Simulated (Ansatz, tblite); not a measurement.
# Fac-[ZnCl3(NH3)3]- (Cl₃H₉N₃Zn−): a ladder of methods and basis sets

How do method and basis change the picture of fac-[ZnCl3(NH3)3]- (Cl₃H₉N₃Zn−) (singlet)?

Computed with Ansatz 0.2.0, Gaussian basis. Level: as each input shows.

Plan: GFN1-xTB, GFN2-xTB, PBE-D4/def2-TZVPD, r2SCAN-D4/def2-TZVPD, B2PLYP/def2-TZVPD, r2SCANh-D4/def2-TZVPD, MP2/def2-SVPD, RPA/def2-SVPD.

3 further runs of the same task are left out: 2 that didn't finish, 1 set aside as unsound or not needed.

## 1. The relaxed structure

The singlet was relaxed beforehand with PBE-D4/def2-SVPD.

16 atoms, charge -1, spin multiplicity 1.

Bond lengths: Cl1–Zn7 2.502 Å, Cl2–Zn7 2.501 Å, Cl3–Zn7 2.501 Å, N4–Zn7 2.259 Å, N4–H8 1.030 Å, N4–H9 1.030 Å, N4–H10 1.024 Å, N5–Zn7 2.258 Å, N5–H11 1.024 Å, N5–H12 1.030 Å, N5–H13 1.030 Å, N6–Zn7 2.259 Å, N6–H14 1.030 Å, N6–H15 1.024 Å, N6–H16 1.030 Å. Angles: Zn7–N4–H8 96.2°, Zn7–N4–H9 96.3°, Zn7–N4–H10 132.0°, H8–N4–H9 108.4°, H8–N4–H10 110.8°, H9–N4–H10 110.8°, Zn7–N5–H11 132.0°, Zn7–N5–H12 96.3°, Zn7–N5–H13 96.1°, H11–N5–H12 110.8°, H11–N5–H13 110.8°, H12–N5–H13 108.4°, Zn7–N6–H14 96.3°, Zn7–N6–H15 132.1°, Zn7–N6–H16 96.0°, H14–N6–H15 110.8°, H14–N6–H16 108.4°, H15–N6–H16 110.8° and more.

Geometry (Å):

```xyz
16
charge -1, multiplicity 1
Cl    0.1434    0.1212    2.8967
Cl    2.8965    0.1446    0.0767
Cl    0.0763    2.8989    0.1007
N     0.4676    0.4947   -1.8240
N    -1.8169    0.4762    0.5136
N     0.5233   -1.8098    0.4933
Zn    0.4396    0.4469    0.4339
H     1.4809    0.3386   -1.9260
H     0.2836    1.5042   -1.9172
H    -0.0543   -0.0362   -2.5265
H    -2.5269   -0.0520   -0.0009
H    -1.9232    1.4878    0.3494
H    -1.8937    0.3018    1.5261
H     1.5353   -1.8907    0.3173
H     0.0065   -2.5288   -0.0202
H     0.3621   -1.8974    1.5071
```

The ion is computed in the gas phase, without counter-ions or solvent.

PBE0-D4/def2-TZVPD was run before; its log isn't repeated, and its numbers join the tables.

## 2. GFN1-xTB

Tight binding, by tblite at 300 K electronic temperature and without a spin-polarisation term:

```python
tblite.interface.Calculator('GFN1-xTB', numbers, positions, charge=-1, uhf=0).singlepoint()
```

Energy -774.6284 eV, HOMO -8.36 eV, LUMO -2.81 eV; 0.011 s.

## 3. GFN2-xTB

Tight binding, by tblite at 300 K electronic temperature and without a spin-polarisation term:

```python
tblite.interface.Calculator('GFN2-xTB', numbers, positions, charge=-1, uhf=0).singlepoint()
```

Energy -759.3572 eV, HOMO -6.37 eV, LUMO -1.53 eV; 0.009 s.

## 4. PBE-D4/def2-TZVPD

start.molden holds the orbitals of an earlier run on this state, given as this run's starting guess.

Input file in.yaml:

```yaml
crystal:
  periodic: [false, false, false]
  atoms:
    - {symbol: Cl, position_ang: [0.143356, 0.121241, 2.896667]}
    - {symbol: Cl, position_ang: [2.896507, 0.144573, 0.076670]}
    - {symbol: Cl, position_ang: [0.076340, 2.898878, 0.100727]}
    - {symbol: N, position_ang: [0.467576, 0.494738, -1.823991]}
    - {symbol: N, position_ang: [-1.816929, 0.476232, 0.513639]}
    - {symbol: N, position_ang: [0.523330, -1.809759, 0.493263]}
    - {symbol: Zn, position_ang: [0.439556, 0.446912, 0.433883]}
    - {symbol: H, position_ang: [1.480860, 0.338611, -1.925963]}
    - {symbol: H, position_ang: [0.283577, 1.504154, -1.917164]}
    - {symbol: H, position_ang: [-0.054284, -0.036232, -2.526515]}
    - {symbol: H, position_ang: [-2.526875, -0.051993, -0.000916]}
    - {symbol: H, position_ang: [-1.923249, 1.487760, 0.349352]}
    - {symbol: H, position_ang: [-1.893663, 0.301816, 1.526134]}
    - {symbol: H, position_ang: [1.535285, -1.890699, 0.317348]}
    - {symbol: H, position_ang: [0.006513, -2.528815, -0.020228]}
    - {symbol: H, position_ang: [0.362111, -1.897415, 1.507113]}
basis:
  gaussian: {orbitals: def2-TZVPD, initial_orbitals: start.molden}
total_charge: -1
hamiltonian: {xc: pbe, dispersion: d4}
scf: {omitted_lower_state_checks: [starts]}
output: {forces: true, orbitals: {seedname: orbitals}}
```

Run with:

```sh
$ ansatz run in.yaml --threads 4 --pin off --events-out ev --progress --plain --max-ram 4787MiB
```

Further steps of the session: r2SCAN-D4/def2-TZVPD; B2PLYP/def2-TZVPD; r2SCANh-D4/def2-TZVPD; MP2/def2-SVPD; RPA/def2-SVPD.

Q: Predict the results of all the runs planned. Wanted: gap in def2-TZVPD, named functionals, smallest and largest; correlation energy, MP2/def2-SVPD.

The runs gave:

| quantity | value |
| --- | --- |
| gap in def2-TZVPD, named functionals, smallest and largest | 3.68 eV (PBE-D4), 5.50 eV (PBE0-D4) |
| correlation energy, MP2/def2-SVPD | -37.73 eV |

What this shows: Over the named functionals in def2-TZVPD the gap runs from 3.68 eV (PBE-D4) to 5.50 eV (PBE0-D4); exact exchange widens it.
